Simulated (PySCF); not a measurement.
# Arsenic: the same states on changed settings

One table from this session's results is given with a row withheld; the runs are named, their logs left out.

Method: unrestricted determinants in a Gaussian basis, no spin-orbit coupling in the energies. Code: PySCF 2.14.0.

### What is computed

```
Element                                   : arsenic (Z = 33)
Basis                                     : cc-pVDZ-DK (5s4p2d, 27 functions)
Hamiltonian                               : the spin-free X2C one-electron Hamiltonian (Gaussian nucleus)
State 1                                   : As: [Ar] 3d10 4s2 4p3, high-spin 4S determinant
State 2                                   : As⁺: [Ar] 3d10 4s2 4p2, high-spin 3P determinant
Methods                                   : UHF, TPSS, M06-L, MP2, CCSD(T)
Core shells frozen in the correlated runs : valence: [Ar] 3d10 (for As)
```

Outer shells as boxes (Hund's rule):

As [Ar] 3d10 4s2 4p3
```
[Ar] core
3d [↑↓][↑↓][↑↓][↑↓][↑↓]
4s [↑↓]
4p [↑ ][↑ ][↑ ]
```

As+ [Ar] 3d10 4s2 4p2
```
[Ar] core
3d [↑↓][↑↓][↑↓][↑↓][↑↓]
4s [↑↓]
4p [↑ ][↑ ][  ]
```

The sound run (cc-pVDZ-DK, the spin-free X2C one-electron Hamiltonian (Gaussian nucleus), symmetry-adapted start, fine grid, valence correlation) gave:

| species | method | energy (hartree) |
| --- | --- | --- |
| As | UHF | -2258.91690 |
| As | TPSS | -2260.56250 |
| As | M06-L | -2260.52251 |
| As | MP2 (valence) | -2258.97105 |
| As | CCSD(T) (valence) | -2258.98623 |
| As⁺ | UHF | -2258.57056 |
| As⁺ | TPSS | -2260.19909 |
| As⁺ | M06-L | -2260.16631 |
| As⁺ | MP2 (valence) | -2258.61262 |
| As⁺ | CCSD(T) (valence) | -2258.62952 |

The runs were made by one driver on top of PySCF. The scripts below sum up each run's settings (the driver also hands on starting orbitals that pick excited configurations, and frozen orbitals as a list rather than a count), and the logs come from the driver's own runs.

Set-up of the first run:

The driver's launch:

```sh
$ OMP_NUM_THREADS=1 python atomrun2.py TASK.json OUT
```

Input file input.py:

```python
from pyscf import gto, scf, dft, mp, cc
import basis_set_exchange as bse
mol = gto.M(atom="As 0 0 0", charge=0, spin=3, symmetry="D2h",
            basis=gto.basis.parse(bse.get_basis("cc-pVDZ-DK", elements=["As"], fmt="nwchem", header=False)),
            nucmod="G")
mf = scf.UHF(mol).sfx2c1e()
mf.irrep_nelec = {'Ag': (6, 6), 'B1g': (1, 1), 'B2g': (1, 1), 'B3g': (1, 1), 'B1u': (3, 2), 'B2u': (3, 2), 'B3u': (3, 2)}
mf.init_guess = "1e"
mf.max_cycle = 50
mf.kernel()
```

Among the steps run: Changed run, As, method by method; Changed run, As⁺: the ladder of methods.

One of the session's tables, all rows but one given; the rest of the session is left out.

Ionisation energy of As:

```
 method  sound run (eV)
    UHF               ?
   TPSS           9.889
  M06-L           9.692
    MP2           9.753
SCS-MP2           9.636
   CCSD           9.704
CCSD(T)           9.707
```

Estimate the missing values for UHF.

**Answer.** sound run (eV): 9.425. In the column «sound run (eV)» it is the lowest.
